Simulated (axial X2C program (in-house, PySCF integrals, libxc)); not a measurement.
**ZrF⁺: properties at the nuclei**

Wanted for ZrF⁺: properties at the nuclei, at the two-component level.

The runs use an in-house X2C program for linear molecules on PySCF integrals; two-component X2C with atomic mean-field terms, Zr dyall-acv3z, F dyall-av3z.

All values are calculated.

## (1) Set-up

File task.json:

```json
{"zs": [40, 9], "q": 1, "bas": ["dyall-acv3z", "dyall-av3z"], "r0": 2.18, "levels": ["PBE0", "HF", "B3LYP"], "nst": 1, "ff": 1, "thr": -3.5, "nmax": 130, "opt": {"ecut": 60}}
```

Keys: zs atomic numbers; q charge; bas basis sets; r0 starting distance in Å; levels methods (HF also brings MP2); nst determinants followed; ff finite-field run; thr threshold in hartree for freezing inner shells (an s shell follows its p shell); nmax most natural virtual spinors; ecut virtual cutoff in hartree.

The run is started by

```console
$ python soeom.py task.json out
```

Further steps of the session: Expectation values, lowest determinant; Finite-field coupled cluster.

What does the calculation give? Wanted: lowest determinant; Eeff magnitude; Ws magnitude Zr; A∥/gI Zr; qzz Zr (for each run or level that gives them).

As calculated:

| quantity | value |
| --- | --- |
| lowest determinant | Ω = 1 (excess of +ω over −ω: ω = -1/2, ω = 3/2) |
| Eeff magnitude (GV/cm), PBE0 | 0.155 |
| Ws magnitude Zr (kHz), PBE0 | 0.0586 |
| A∥/gI Zr (MHz), PBE0 | -1620 |
| qzz Zr (a.u.), PBE0 | -0.92 |
| Eeff magnitude (GV/cm), CCSD(T) | 0.709 |
| Ws magnitude Zr (kHz), CCSD(T) | 0.299 |
| A∥/gI Zr (MHz), CCSD(T) | -1670 |
| qzz Zr (a.u.), CCSD(T) | -1.03 |

In the first state, the effective field runs from 0.155 to 0.803 GV/cm over the mean-field levels, so the levels don't agree on it. The expectation values come from single determinants, which for open shells can mix terms of unlike spin or miss the lowest Ω, so a determinant need not be a state. Eeff is the effective electric field on the electron dipole moment in this Ω state and Ws the scalar–pseudoscalar constant (defined with the proton number Z and per Ω); A∥ is the parallel hyperfine constant, which follows by multiplying with the nuclear g factor gI = μI/(I μN); qzz is the electric field gradient, eQq0 = 234.96 MHz × Q/barn × qzz. The operators were transformed with the bare-nucleus X2C matrices. Correlation of the inner shells is missing, which matters for properties at the nucleus.
